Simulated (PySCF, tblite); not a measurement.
# C₅H₁₃B: a rotation path, then NMR shifts on frames, part 2 of 2

tblite 0.8.0 and PySCF 2.14.0. Atoms count from 0.

## 5. NMR shieldings: image 4, PBE0/pcSseg-1

Job settings and geometry (Å):

```
{"job": {"kind": "nmr", "xc": "PBE0", "basis": "pcSseg-1", "pop": false}, "charge": 0, "multiplicity": 1}
C      2.643500    -0.056900    -0.153200
C      1.363200    -0.220200    -0.962000
C      0.262900     0.770500    -0.515100
B     -1.111600     0.119200    -0.070100
C     -1.689000    -1.115300    -0.862100
C     -1.908300     0.715400     1.154200
H      3.387300    -0.788800    -0.463700
H      2.444300    -0.201800     0.906000
H      3.065200     0.936400    -0.291400
H      1.596400    -0.082500    -2.019400
H      1.012000    -1.245100    -0.842100
H      0.032000     1.434900    -1.354200
H      0.670700     1.421700     0.259900
H     -2.771700    -1.195600    -0.802200
H     -1.402000    -1.125400    -1.911200
H     -1.291600    -2.031700    -0.423900
H     -2.786300     0.136000     1.431300
H     -1.279000     0.813600     2.037200
H     -2.247900     1.724800     0.920100
```

Level: GIAO PBE0/pcSseg-1 NMR shielding, non-relativistic, gas phase.

The log of the run:

```text
coarse grid: 14576 points
cycle   1  E = -222.7891511667  dE =  2.646e-01  |g| = 5.409e-01  |ddm| = 3.534e+00
cycle   2  E = -222.7773518340  dE =  1.180e-02  |g| = 5.865e-01  |ddm| = 1.003e+00
cycle   3  E = -222.8688351200  dE = -9.148e-02  |g| = 2.540e-02  |ddm| = 5.453e-01
cycle   4  E = -222.8689350125  dE = -9.989e-05  |g| = 1.548e-02  |ddm| = 3.602e-02
cycle   5  E = -222.8689923871  dE = -5.737e-05  |g| = 3.195e-03  |ddm| = 1.492e-02
cycle   6  E = -222.8689948668  dE = -2.480e-06  |g| = 5.111e-04  |ddm| = 3.040e-03
final grid: 137088 points
cycle   7  E = -222.9026310736  dE = -4.487e-05  |g| = 9.434e-03  |ddm| = 2.757e-02
cycle   8  E = -222.9026262203  dE =  4.853e-06  |g| = 1.044e-02  |ddm| = 1.654e-02
cycle   9  E = -222.9026543176  dE = -2.810e-05  |g| = 3.391e-04  |ddm| = 8.698e-03
cycle  10  E = -222.9026543391  dE = -2.159e-08  |g| = 1.644e-04  |ddm| = 4.327e-04
cycle  11  E = -222.9026543457  dE = -6.577e-09  |g| = 3.088e-05  |ddm| = 1.535e-04
cycle  12  E = -222.9026543459  dE = -2.303e-10  |g| = 4.336e-06  |ddm| = 3.272e-05
converged SCF energy = -222.9026543459

GIAO shielding tensors (ppm)
atom      isotropic    diamagn.    paramagn.     s11        s22        s33       span
  0 C      166.752     246.768     -80.015    148.555    165.393    186.310     37.755
  1 C      166.625     247.820     -81.195    154.016    169.067    176.793     22.776
  2 C      152.941     252.359     -99.418    136.924    139.598    182.302     45.379
  3 B        8.878     187.667    -178.789    -46.808    -44.741    118.181    164.989
  4 C      171.441     253.145     -81.705    154.703    171.265    188.355     33.652
  5 C      170.097     252.698     -82.601    151.988    170.781    187.522     35.534
  6 H       30.594      28.339       2.254     25.746     27.849     38.185     12.439
  7 H       31.027      31.114      -0.088     27.029     29.795     36.256      9.227
  8 H       30.737      29.499       1.238     27.029     28.625     36.556      9.527
  9 H       29.877      31.472      -1.595     25.215     28.918     35.497     10.282
 10 H       30.360      33.705      -3.345     24.479     30.830     35.770     11.290
 11 H       30.390      32.492      -2.103     26.227     29.433     35.509      9.282
 12 H       30.678      34.771      -4.094     26.366     31.377     34.290      7.923
 13 H       30.636      30.338       0.297     26.699     29.443     35.766      9.067
 14 H       30.639      31.786      -1.147     26.229     30.850     34.839      8.610
 15 H       30.969      31.356      -0.386     26.847     30.166     35.896      9.049
 16 H       30.659      30.704      -0.045     26.806     29.701     35.470      8.664
 17 H       30.840      31.796      -0.956     26.948     30.010     35.561      8.613
 18 H       30.835      30.117       0.718     27.046     29.506     35.954      8.908
```

It took 45 s on 1 thread of Intel Xeon at 2.50GHz, shared host; peak memory 0.8 GiB.

Key values: δ C2 34.0, C1 20.3, C0 20.2, C5 16.8, H9 1.84, H10 1.36 ppm.

## 6. Shielding tensors: image 6, PBE0/pcSseg-1

Job settings and geometry (Å):

```
{"job": {"kind": "nmr", "xc": "PBE0", "basis": "pcSseg-1", "pop": false}, "charge": 0, "multiplicity": 1}
C      2.430900    -0.234100    -0.042400
C      1.381500    -0.050800    -1.130400
C      0.233200     0.865100    -0.666100
B     -1.042200     0.137800    -0.067800
C     -1.568200    -1.197500    -0.721700
C     -1.816200     0.766100     1.154400
H      3.209800    -0.918700    -0.373500
H      1.980600    -0.633100     0.863000
H      2.898500     0.718600     0.198700
H      1.869700     0.365600    -2.014300
H      0.985300    -1.027400    -1.407900
H     -0.130500     1.422200    -1.536900
H      0.643000     1.618000     0.010400
H     -2.630100    -1.366600    -0.558500
H     -1.375700    -1.264300    -1.790300
H     -1.050100    -2.039100    -0.259600
H     -2.625200     0.141100     1.527100
H     -1.149300     0.983900     1.986500
H     -2.254700     1.722400     0.867500
```

Level: GIAO PBE0/pcSseg-1 NMR shielding, non-relativistic, gas phase.

The log of the run:

```text
coarse grid: 14576 points
cycle   1  E = -222.7911693416  dE =  2.682e-01  |g| = 5.422e-01  |ddm| = 3.530e+00
cycle   2  E = -222.7780924190  dE =  1.308e-02  |g| = 5.918e-01  |ddm| = 1.003e+00
cycle   3  E = -222.8711160196  dE = -9.302e-02  |g| = 2.716e-02  |ddm| = 5.468e-01
cycle   4  E = -222.8712396432  dE = -1.236e-04  |g| = 1.538e-02  |ddm| = 3.836e-02
cycle   5  E = -222.8712963020  dE = -5.666e-05  |g| = 3.332e-03  |ddm| = 1.488e-02
cycle   6  E = -222.8712990114  dE = -2.709e-06  |g| = 5.948e-04  |ddm| = 3.299e-03
final grid: 137088 points
cycle   7  E = -222.9048617568  dE = -4.442e-05  |g| = 9.596e-03  |ddm| = 2.787e-02
cycle   8  E = -222.9048563672  dE =  5.390e-06  |g| = 1.068e-02  |ddm| = 1.669e-02
cycle   9  E = -222.9048857305  dE = -2.936e-05  |g| = 3.454e-04  |ddm| = 8.822e-03
cycle  10  E = -222.9048857536  dE = -2.314e-08  |g| = 1.582e-04  |ddm| = 4.509e-04
cycle  11  E = -222.9048857596  dE = -6.009e-09  |g| = 3.388e-05  |ddm| = 1.455e-04
cycle  12  E = -222.9048857599  dE = -2.775e-10  |g| = 5.470e-06  |ddm| = 3.564e-05
converged SCF energy = -222.9048857599

GIAO shielding tensors (ppm)
atom      isotropic    diamagn.    paramagn.     s11        s22        s33       span
  0 C      166.804     247.839     -81.035    151.239    162.797    186.375     35.136
  1 C      164.754     247.322     -82.568    158.023    162.472    173.765     15.742
  2 C      151.683     252.130    -100.447    134.562    143.208    177.278     42.716
  3 B        8.312     187.570    -179.258    -47.775    -45.694    118.405    166.181
  4 C      171.478     253.284     -81.806    154.465    172.138    187.831     33.366
  5 C      169.623     252.699     -83.076    150.644    170.835    187.389     36.745
  6 H       30.583      28.743       1.840     25.907     27.726     38.117     12.209
  7 H       31.227      31.827      -0.600     27.281     30.372     36.027      8.746
  8 H       30.830      30.118       0.711     27.137     28.742     36.611      9.474
  9 H       29.987      30.734      -0.747     25.145     28.641     36.175     11.030
 10 H       29.986      33.088      -3.102     25.168     29.636     35.153      9.985
 11 H       30.594      32.090      -1.496     26.355     29.097     36.330      9.976
 12 H       30.434      34.166      -3.732     26.815     30.671     33.815      7.000
 13 H       30.575      30.526       0.050     26.663     29.417     35.645      8.982
 14 H       30.593      31.656      -1.063     26.164     30.737     34.878      8.714
 15 H       31.028      31.596      -0.568     26.921     30.296     35.867      8.946
 16 H       30.606      30.856      -0.250     26.756     29.723     35.339      8.583
 17 H       30.812      31.720      -0.908     27.010     29.949     35.478      8.468
 18 H       30.813      29.992       0.821     27.013     29.428     35.998      8.985
```

Run time: 44 s. Hardware: 1 thread of Intel Xeon at 2.50GHz, shared host; peak memory 0.8 GiB.

This run: δ C2 35.2, C1 22.2, C0 20.1, C5 17.3, H10 1.73, H9 1.73 ppm.

## 7. Nuclear shieldings: image 8, PBE0/pcSseg-1

Job settings and geometry (Å):

```
{"job": {"kind": "nmr", "xc": "PBE0", "basis": "pcSseg-1", "pop": false}, "charge": 0, "multiplicity": 1}
C      2.185100    -0.428200    -0.028400
C      1.410500     0.118000    -1.221700
C      0.199100     0.946300    -0.775100
B     -0.974200     0.150600    -0.062800
C     -1.416500    -1.272800    -0.577500
C     -1.730500     0.831600     1.142900
H      3.049200    -1.000800    -0.359900
H      1.550500    -1.073800     0.574300
H      2.536900     0.386300     0.601700
H      2.079300     0.740400    -1.822500
H      1.079900    -0.711800    -1.848300
H     -0.237900     1.403500    -1.670400
H      0.560600     1.777700    -0.164900
H     -2.462300    -1.494700    -0.375200
H     -1.237800    -1.429000    -1.639000
H     -0.836800    -2.034100    -0.054000
H     -2.442000     0.184000     1.649900
H     -1.038000     1.218400     1.888700
H     -2.284900     1.697500     0.780000
```

With the program's defaults for keys left out, this is: GIAO PBE0/pcSseg-1 NMR shielding, non-relativistic, gas phase.

The log of the run:

```text
coarse grid: 14576 points
cycle   1  E = -222.7934237697  dE =  2.692e-01  |g| = 5.433e-01  |ddm| = 3.545e+00
cycle   2  E = -222.7790236044  dE =  1.440e-02  |g| = 5.973e-01  |ddm| = 1.008e+00
cycle   3  E = -222.8736056408  dE = -9.458e-02  |g| = 2.953e-02  |ddm| = 5.526e-01
cycle   4  E = -222.8737594297  dE = -1.538e-04  |g| = 1.577e-02  |ddm| = 4.219e-02
cycle   5  E = -222.8738190592  dE = -5.963e-05  |g| = 3.410e-03  |ddm| = 1.523e-02
cycle   6  E = -222.8738219120  dE = -2.853e-06  |g| = 6.386e-04  |ddm| = 3.510e-03
final grid: 137088 points
cycle   7  E = -222.9071810661  dE = -4.258e-05  |g| = 9.346e-03  |ddm| = 2.653e-02
cycle   8  E = -222.9071755990  dE =  5.467e-06  |g| = 1.046e-02  |ddm| = 1.621e-02
cycle   9  E = -222.9072037436  dE = -2.814e-05  |g| = 3.735e-04  |ddm| = 8.713e-03
cycle  10  E = -222.9072037723  dE = -2.867e-08  |g| = 1.468e-04  |ddm| = 4.759e-04
cycle  11  E = -222.9072037774  dE = -5.113e-09  |g| = 3.481e-05  |ddm| = 1.371e-04
cycle  12  E = -222.9072037777  dE = -2.976e-10  |g| = 6.015e-06  |ddm| = 3.734e-05
converged SCF energy = -222.9072037777

GIAO shielding tensors (ppm)
atom      isotropic    diamagn.    paramagn.     s11        s22        s33       span
  0 C      167.281     248.916     -81.636    154.085    161.454    186.304     32.219
  1 C      163.652     247.236     -83.584    158.610    162.112    170.235     11.625
  2 C      150.688     252.288    -101.601    131.554    150.070    170.438     38.884
  3 B        8.097     187.842    -179.745    -49.067    -46.304    119.662    168.728
  4 C      174.035     253.192     -79.157    154.851    176.796    190.459     35.608
  5 C      168.992     252.736     -83.744    149.102    170.531    187.342     38.241
  6 H       30.568      28.968       1.601     26.123     27.506     38.076     11.953
  7 H       31.328      32.481      -1.154     26.968     31.415     35.600      8.632
  8 H       30.951      30.980      -0.029     27.239     29.093     36.521      9.282
  9 H       30.063      30.187      -0.124     25.265     28.390     36.534     11.268
 10 H       29.834      32.249      -2.414     26.359     28.645     34.498      8.140
 11 H       30.650      31.746      -1.096     26.414     29.051     36.484     10.070
 12 H       30.159      33.793      -3.633     26.669     29.938     33.871      7.202
 13 H       30.609      30.532       0.078     26.657     29.348     35.823      9.167
 14 H       30.516      31.767      -1.251     25.947     30.687     34.913      8.966
 15 H       31.035      31.544      -0.509     26.965     30.187     35.952      8.987
 16 H       30.668      30.989      -0.320     26.883     29.685     35.437      8.554
 17 H       30.780      31.826      -1.046     27.070     30.006     35.262      8.192
 18 H       30.876      29.928       0.948     27.090     29.442     36.096      9.006
```

Run time: 60 s. Hardware: 1 thread of Intel Xeon at 2.50GHz, shared host; peak memory 0.8 GiB.

In short: δ C2 36.2, C1 23.3, C0 19.6, C5 17.9, H10 1.88, H9 1.65 ppm.

## 8. Side by side: NMR shifts

Shifts (ppm) of some atoms, chosen among heavy atoms and hydrogens apart, with basis size and wall time:

```
  frame    C2    C1    C5    C4   H10    H7    B3  functions  time
image 0  37.6  22.0  16.8  14.6  1.06  0.97  90.2        167  45 s
image 2  35.4  20.4  16.7  14.2  1.03  0.78  90.4        167  48 s
image 4  34.0  20.3  16.8  15.5  1.36  0.69  91.2        167  45 s
image 6  35.2  22.2  17.3  15.4  1.73  0.49  91.8        167  44 s
image 8  36.2  23.3  17.9  12.9  1.88  0.39  92.0        167  60 s
```

## 9. What came out

This closing draws on all 2 parts.

| quantity | value |
| --- | --- |
| barrier | 0.118 eV (2.7 kcal/mol) at image 4 |
| end to end (GFN2-xTB) | 0.001 eV |
| 13C shifts against TMS (PBE0/pcSseg-1, image 0) | 37.6, 22.0, 20.7, 16.8, 14.6 ppm |
| 1H shifts against TMS (PBE0/pcSseg-1, image 0) | 1.69, 1.47, 1.35, 1.12, 1.11, 1.06, 1.04, 0.97, 0.93, 0.93, 0.87, 0.75, 0.60 ppm |
| 11B shifts against BF3·OEt2 (PBE0/pcSseg-1, image 0) | 90.2 ppm |
| range of the shift of C2 | 34.0 to 37.6 ppm |

In words: Along the band the dihedral turns by 115°, and the top (dihedral 237°) lies 2.7 kcal/mol above the start (GFN2-xTB, rough), so at room temperature this motion is fast. The top was not checked by a frequency run. Shifts at one fixed geometry are not the observed spectrum, which averages over the motion. In the first frame run (image 0): The widest tensor belongs to B3: span 166 ppm, with a paramagnetic part of -178 ppm. In ppm, C2 moves most: its shift spreads over 3.6 ppm, from 34.0 (image 4) to 37.6 (image 0).
